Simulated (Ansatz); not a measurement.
**C₃H₁₀BFOSi: one species, many methods**

The task here is to estimate one member of a computed series from the others.

Method: functionals in def2-TZVPP, the program's frozen cores in correlated methods; program: Ansatz 0.2.0, Gaussian basis.

Plan: LDA (SPW92), PBE-D4, revPBE-D4, BLYP-D4, r2SCAN-D4, B97M-V, PBE0-D4, B3LYP-D4, r2SCANh-D4, r2SCAN0-D4, HSE06-D4, BHLYP-D4, CAM-B3LYP-D4, LC-ωPBE, ωB97X-V, ωB97M-V, B2PLYP, PBE-QIDH; CCSD(T)/def2-SVP; CCSD(T)/def2-TZVPP; MP2/def2-QZVPP; extrapolation to the limit; RPA on PBE.

## The geometry

The geometry comes from an earlier relaxation with PBE0-D4 in a triple-zeta def2 set; it is a stationary point, not always the lowest conformer.

SMILES `C[Si](C)(C)OBF`, 17 atoms, charge 0, spin multiplicity 1.

Atoms are counted from 1 here; the program's logs count them from 0.

Bond lengths: C1–Si2 1.863 Å, C1–H8 1.093 Å, C1–H9 1.093 Å, C1–H10 1.094 Å, Si2–C3 1.860 Å, Si2–C4 1.863 Å, Si2–O5 1.680 Å, C3–H11 1.093 Å, C3–H12 1.093 Å, C3–H13 1.093 Å, C4–H14 1.093 Å, C4–H15 1.093 Å, C4–H16 1.094 Å, O5–B6 1.334 Å, B6–F7 1.339 Å, B6–H17 1.196 Å. Angles: Si2–C1–H8 110.9°, Si2–C1–H9 111.1°, Si2–C1–H10 110.8°, H8–C1–H9 108.2°, H8–C1–H10 108.0°, H9–C1–H10 107.8°, C1–Si2–C3 111.5°, C1–Si2–C4 111.4°, C1–Si2–O5 108.5°, C3–Si2–C4 111.5°, C3–Si2–O5 105.3°, C4–Si2–O5 108.5°, Si2–C3–H11 110.9°, Si2–C3–H12 110.9°, Si2–C3–H13 110.9°, H11–C3–H12 108.0°, H11–C3–H13 108.0°, H12–C3–H13 107.9° and more.

Geometry (Å):

```
C    -1.49344    0.75970   -0.73097
Si    0.03899   -0.15948   -0.20525
C     0.87398   -0.97706   -1.65178
C    -0.33457   -1.38282    1.14882
O     1.15393    0.95447    0.37709
B     1.14638    1.83311    1.38068
F     0.07265    1.94971    2.17136
H    -1.95076    1.27307    0.11832
H    -1.26169    1.50562   -1.49555
H    -2.23438    0.07232   -1.14847
H     0.22165   -1.72746   -2.10645
H     1.13101   -0.24356   -2.41992
H     1.79534   -1.47526   -1.34026
H     0.57445   -1.88984    1.48246
H    -0.78311   -0.88462    2.01171
H    -1.03427   -2.14703    0.79923
H     2.08384    2.53913    1.60900
```

The first run:

in.yaml reads:

```yaml
crystal:
  periodic: [false, false, false]
  atoms:
    - {symbol: C, position_ang: [-1.493439, 0.759705, -0.730970]}
    - {symbol: Si, position_ang: [0.038991, -0.159476, -0.205250]}
    - {symbol: C, position_ang: [0.873976, -0.977062, -1.651780]}
    - {symbol: C, position_ang: [-0.334566, -1.382821, 1.148818]}
    - {symbol: O, position_ang: [1.153928, 0.954474, 0.377093]}
    - {symbol: B, position_ang: [1.146382, 1.833109, 1.380683]}
    - {symbol: F, position_ang: [0.072655, 1.949708, 2.171358]}
    - {symbol: H, position_ang: [-1.950763, 1.273068, 0.118315]}
    - {symbol: H, position_ang: [-1.261692, 1.505621, -1.495553]}
    - {symbol: H, position_ang: [-2.234380, 0.072317, -1.148466]}
    - {symbol: H, position_ang: [0.221651, -1.727459, -2.106450]}
    - {symbol: H, position_ang: [1.131009, -0.243559, -2.419924]}
    - {symbol: H, position_ang: [1.795340, -1.475258, -1.340261]}
    - {symbol: H, position_ang: [0.574452, -1.889838, 1.482463]}
    - {symbol: H, position_ang: [-0.783107, -0.884624, 2.011707]}
    - {symbol: H, position_ang: [-1.034268, -2.147031, 0.799231]}
    - {symbol: H, position_ang: [2.083841, 2.539126, 1.608996]}
basis:
  gaussian: {orbitals: def2-TZVPP}
hamiltonian: {xc: lda}
output: {orbitals: {seedname: orbitals}}
```

Steps of the session up to this table: LDA; PBE-D4 (GGA); revPBE-D4 (GGA); BLYP-D4 (GGA); r2SCAN-D4 (meta-GGA); B97M-V (meta-GGA); PBE0-D4 (hybrid); B3LYP-D4 (hybrid); r2SCANh-D4 (hybrid); r2SCAN0-D4 (hybrid); HSE06-D4 (hybrid); BHLYP-D4 (hybrid); CAM-B3LYP-D4 (range-separated); LC-ωPBE (range-separated); ωB97X-V (range-separated); ωB97M-V (range-separated); B2PLYP (double hybrid); PBE-QIDH (double hybrid).

One table of the session follows, with a row left open; its other results are not shown here.

It belongs to the step «Frontier levels by functional». 

| functional | HOMO (eV) | gap (eV) |
| --- | --- | --- |
| LDA (SPW92) | -7.28 | 6.38 |
| PBE-D4 | -7.16 | 6.55 |
| revPBE-D4 | -7.10 | 6.62 |
| BLYP-D4 | -7.06 | 6.55 |
| r2SCAN-D4 | -7.46 | 7.28 |
| B97M-V | -7.55 | 7.27 |
| PBE0-D4 | -8.53 | 8.94 |
| B3LYP-D4 | -8.32 | 8.44 |
| r2SCANh-D4 | -7.96 | 8.14 |
| r2SCAN0-D4 | -8.73 | 9.41 |
| HSE06-D4 | -8.13 | 8.15 |
| BHLYP-D4 | -9.82 | 11.14 |
| CAM-B3LYP-D4 | ? | ? |
| LC-ωPBE | -11.28 | 13.97 |
| ωB97X-V | -10.94 | 13.46 |
| ωB97M-V | -10.80 | 12.85 |

**Question.** Estimate the row for CAM-B3LYP-D4.

**Answer.** HOMO (eV): -9.94; gap (eV): 11.36. In the column «HOMO (eV)» it lies between ωB97M-V (-10.80) and BHLYP-D4 (-9.82).
